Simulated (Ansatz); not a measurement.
## AlRh and its elements: a formation energy from the elements

Run with Ansatz 0.2.0 through its Python package.

Input file `alrh_alrh.extxyz`:
```text
2
Lattice="2.97732247 0.0 0.0 0.0 2.97732247 0.0 0.0 0.0 2.97732247" Properties=species:S:1:pos:R:3 pbc="T T T"
Al    0.00000000    0.00000000    0.00000000
Rh    1.48866123    1.48866123    1.48866123
```

Input file `alrh_al.extxyz`:
```text
1
Lattice="0.0 2.024805 2.024805 2.024805 0.0 2.024805 2.024805 2.024805 0.0" Properties=species:S:1:pos:R:3 pbc="T T T"
Al    0.00000000    0.00000000    0.00000000
```

Input file `alrh_rh.cif`:
```cif
data_Rh
_cell_length_a 2.683965
_cell_length_b 2.683965
_cell_length_c 2.683965
_cell_angle_alpha 60.00000
_cell_angle_beta 60.00000
_cell_angle_gamma 60.00000
_symmetry_space_group_name_H-M 'P 1'
_symmetry_Int_Tables_number 1
loop_
_symmetry_equiv_pos_as_xyz
'x, y, z'
loop_
_atom_site_label
_atom_site_type_symbol
_atom_site_fract_x
_atom_site_fract_y
_atom_site_fract_z
Rh1 Rh    0.000000    0.000000    0.000000
```

The script, `formation_alrh.py`:
```python
"""Heat of formation of AlRh at zero temperature, after relaxing cells and atoms."""

from collections import Counter
from dataclasses import dataclass
import warnings

import ansatz as az
from ase.io import read
import numpy as np


@dataclass(frozen=True)
class RunConfig:
    functional: str = "r2SCAN"
    cutoff: int = 550
    k_spacing: float = 0.3
    filling: str = "gaussian"
    width_ev: float = 0.05


opts = RunConfig()


def run_phase(name, crystal):
    calc = (
        crystal.calculation()
        .functional(opts.functional)
        .basis(opts.cutoff)
        .kpoints(spacing=opts.k_spacing)
        .occupations(opts.filling, width=opts.width_ev)
        .stress()
    )
    calc = calc.relax(force_tolerance=0.01, cell=True)
    return calc.run()


def counts(outcome):
    return Counter(site.symbol for site in outcome.lattice.sites)

def formation_energy(outcome, mu):
    n = counts(outcome)
    return (outcome.report["energy_sigma0_ev"] - sum(k * mu[element] for element, k in n.items())) / sum(n.values())


def volume_per_atom(outcome):
    return abs(np.linalg.det(outcome.lattice.cell_ang)) / len(outcome.lattice.sites)


def main() -> None:
    warnings.simplefilter("ignore", az.DeckWarning)

    phases = {}
    alrh = az.Crystal.from_extxyz("alrh_alrh.extxyz")
    phases["AlRh"] = alrh
    al = az.Crystal.from_extxyz("alrh_al.extxyz")
    phases["Al"] = al
    atoms = read("alrh_rh.cif")
    rh = az.Crystal.from_ase(atoms)
    phases["Rh"] = rh

    done = {name: run_phase(name, crystal) for name, crystal in phases.items()}

    # chemical potentials of the elements at zero temperature
    references = {"Al": "Al", "Rh": "Rh"}
    mu = {element: done[name].report["energy_sigma0_ev"] / len(done[name].lattice.sites) for element, name in references.items()}

    target = done["AlRh"]
    heat = formation_energy(target, mu)
    n = counts(target)
    print("cell content:", dict(n), " volume", round(volume_per_atom(target), 3), "A^3/atom")
    print("formation energy", round(heat, 4), "eV/atom,", round(heat * sum(n.values()), 4), "eV per cell")
    print("bound against the elements" if heat < 0 else "unbound against the elements")


if __name__ == "__main__":
    main()
```

```console
$ python formation_alrh.py
cell content: {<Element.AL: 'Al'>: 1, <Element.RH: 'Rh'>: 1}  volume 13.204 A^3/atom
formation energy -1.1752 eV/atom, -2.3504 eV per cell
bound against the elements
```

Reading the output:
- No spin polarisation was allowed.
- The cells come from databases of deposited and of computed structures, and not all need be stable phases.
- The compound is the structure given, not necessarily its lowest; energies are at zero temperature, with no correction for gases. A semilocal functional's error on such energies is often 0.05 to 0.1 eV an atom, and 0.1 to 0.3 eV against gases such as O2 or F2.
- Hardware and time: 13 s on 1 thread of Arm Neoverse V2, on a shared host, peak memory 0.47 GiB.

(Lines on the test bed's own set-up are left out of the output.)
